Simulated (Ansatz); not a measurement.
# LiAl2B2: the cost of one run

Method: DFT PBE, scalar-relativistic, plane waves, PAW, unless a step names another level, in Ansatz 0.2.0.

### 1 Starting point

It takes space group P3m1 (No. 156, trigonal). The conventional cell has a = 3.003 Å, b = 3.003 Å, c = 7.778 Å, α = 90.00°, β = 90.00°, γ = 120.00°. Li (site symmetry 3m) has 6 B at 2.35 to 2.36 Å as nearest neighbours. Al (site symmetry 3m) is surrounded by 6 B at 2.28 to 2.29 Å. Al (site symmetry 3m) is surrounded by 9 Al at 2.86 to 3.00 Å and 3 Li at 2.97 Å. B (site symmetry 3m) has 3 B at 1.73 Å and 3 Al at 2.29 Å and 3 Li at 2.35 Å as nearest neighbours. Around B (site symmetry 3m) lie 3 B at 1.73 Å and 3 Al at 2.28 Å and 3 Li at 2.36 Å.

Structure file:

```cif
data_structure
_symmetry_space_group_name_H-M 'P3m1'
_symmetry_Int_Tables_number 156
_cell_length_a 3.0029
_cell_length_b 3.0029
_cell_length_c 7.7783
_cell_angle_alpha 90.000
_cell_angle_beta 90.000
_cell_angle_gamma 120.000
_cell_volume 60.74
loop_
_atom_site_label
_atom_site_type_symbol
_atom_site_symmetry_multiplicity
_atom_site_Wyckoff_symbol
_atom_site_fract_x
_atom_site_fract_y
_atom_site_fract_z
_atom_site_occupancy
Li1 Li 1 a 0.00000 0.00000 0.06551 1
Al1 Al 1 a 0.00000 0.00000 0.46347 1
Al2 Al 1 b 0.33333 0.66667 0.75618 1
B1 B 1 b 0.33333 0.66667 0.27029 1
B2 B 1 c 0.66667 0.33333 0.27222 1
```

The cell was relaxed beforehand at this level, from a generated guess; it needn't be the stable form of this composition. At a tolerance of 0.05 Å it has space group P3m1 (No. 156); it has 12.15 Å³/atom, an uncorrected energy of -0.10 eV/atom over the elements.

### 2 Static run: bands, density of states and charges

input.yaml reads:

```yaml
crystal:
  lattice:
    - [3.0028558832, 0.0, 0.0]
    - [-1.5014279416, 2.6005494787, 0.0]
    - [0.0, 0.0, 7.77834294]
  atoms:
    - { symbol: Li, position: [0.0, 0.0, 0.0655088848] }
    - { symbol: Al, position: [0.0, 0.0, 0.4634726644] }
    - { symbol: Al, position: [0.3333333333, 0.6666666667, 0.756184299] }
    - { symbol: B, position: [0.3333333333, 0.6666666667, 0.2702866086] }
    - { symbol: B, position: [0.6666666667, 0.3333333333, 0.2722246833] }
basis:
  ecutwfc: 420
kpoints:
  mp_grid: { grid: [12, 12, 6] }
  band_path:
    path:
      - [[0.0, 0.0, 0.0], [0.5, 0.0, 0.0], [0.33333333, 0.33333333, 0.0], [0.0, 0.0, 0.0], [0.0, 0.0, 0.5], [0.5, 0.0, 0.5], [0.33333333, 0.33333333, 0.5], [0.0, 0.0, 0.5]]
      - [[0.5, 0.0, 0.5], [0.5, 0.0, 0.0]]
      - [[0.33333333, 0.33333333, 0.5], [0.33333333, 0.33333333, 0.0]]
    npoints: 14
hamiltonian:
  xc: pbe
scf:
  occupations: { method: gaussian, width: 0.1 }
  n_extra_bands: 12
output:
  forces: true
  stress: true
  eigenvalues: true
  populations: true
  dos: { projected: true, de: 0.02, nscf_kmesh: { grid: [15, 15, 8] } }
  bader: true
  write_density: true
  write_potential: true
  elf: true
  volumetric_format: npy
```

Started as:

```bash
ansatz run input.yaml --threads 1 --pin off --max-ram 2048MiB --backend cpu --events-out ev --progress --plain --runs-dir out
```

**Question.** How long does this run take on 1 thread of Intel Xeon 6975P-C (Granite Rapids), shared host, and how much memory does it need?

About 56 s, with a peak of 0.48 GiB.
